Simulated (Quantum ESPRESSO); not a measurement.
Runs of Quantum ESPRESSO 7.5 on GeCN2. It takes space group R-3m (No. 166, trigonal). The conventional cell has a = 3.588 Å, b = 3.588 Å, c = 14.766 Å, α = 90.00°, β = 90.00°, γ = 120.00°. Ge (site symmetry -3m) has 6 N at 2.40 Å as nearest neighbours. Around N (site symmetry 3m) lie 1 C at 1.24 Å. C (site symmetry -3m) has 2 N at 1.24 Å as nearest neighbours. The cell comes from a database or a generator and needn't be the stable form of this composition.

```tsv
task	level	potentials or basis	cell	form of the LDA correlation	gap on the mesh (eV)	pressure (GPa)	V0 of scaled cells (Å³/atom)	B0 (GPa)	largest force (eV/Å)
equation of state	PBEsol	GBRV 1.5 PBEsol	as given	-	-	-	13.41	138	-
single point	PBEsol	GBRV 1.5 PBEsol	atoms moved at random, drawn with an rms of 0.05 Å	-	1.09	4.4	-	-	5.96
band structure	LDA	GBRV 1.5 LDA	as given	PZ81	(b)	(a)	-	-	0.24
equation of state	LDA	GBRV 1.5 LDA	as given	PZ81	-	-	13.07	146	-
single point	PBEsol	GBRV 1.5 PBEsol	as given	-	1.01	-3.2	-	-	0.17
band structure	PBEsol	GBRV 1.5 PBEsol	as given	-	1.01	-3.2	-	-	0.17
```

Alike in all rows: no spin polarisation; k mesh 9 × 9 × 9; cutoff (eV) 612; smearing fermi-dirac 0.05 eV.

Question: Estimate the missing entries.

Answer: (a) -6.6; (b) 0.97.

Caveats: the cell was scaled at fixed shape and fractional positions, which overstates the stiffness of a crystal with free parameters, most of all of layers and chains (some runs); an odd mesh through Γ misses points on the zone boundary, where band edges often lie (some runs).

A k mesh can miss the band edges, and the runs leave out spin-orbit coupling on Ge.

Runs at the PBE level aren't shown here.
